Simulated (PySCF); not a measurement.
# C5H7FO2: the cost of one run

Computed with PySCF 2.14.0 and routines of our own; the level stands in each step. Atoms count from 0.

## (1) The system as given

15 atoms, charge 0, multiplicity 1; geometry from: GFN2-xTB.

## (2) Magnetic properties: GIAO CAM-B3LYP/pcSseg-1

What the job is given:

```
{"job": {"kind": "mag", "xc": "CAM-B3LYP", "basis": "pcSseg-1", "isotopologues": 2}, "charge": 0, "multiplicity": 1}
C     -2.360920     0.374047    -0.282125
O     -1.133879     1.070920    -0.336036
C     -0.036770     0.350080    -0.060169
C      0.165697    -0.932442     0.232244
C      1.634408    -1.156263     0.426234
O      2.244913     0.070532     0.015895
C      1.300057     1.060603    -0.014380
F      1.359216     1.818417     1.157289
H     -3.133591     1.106448    -0.506213
H     -2.384603    -0.429145    -1.024589
H     -2.527340    -0.048516     0.712695
H     -0.548123    -1.725708     0.327380
H      2.037264    -1.953483    -0.205003
H      1.885989    -1.371659     1.473403
H      1.493269     1.774160    -0.823437
```

With the program's defaults for keys left out, this is: GIAO CAM-B3LYP/pcSseg-1 magnetisability, rotational g tensor and spin-rotation constants, non-relativistic, gas phase.

Run with:

```console
$ OMP_NUM_THREADS=1 python excited_run.py task.json out
```

This one command runs all jobs of the session in turn.

Q: Estimate the wall time and peak memory of this first job on 1 thread of Arm Neoverse V1, shared host.

About 35 s, with a peak of 0.9 GiB.
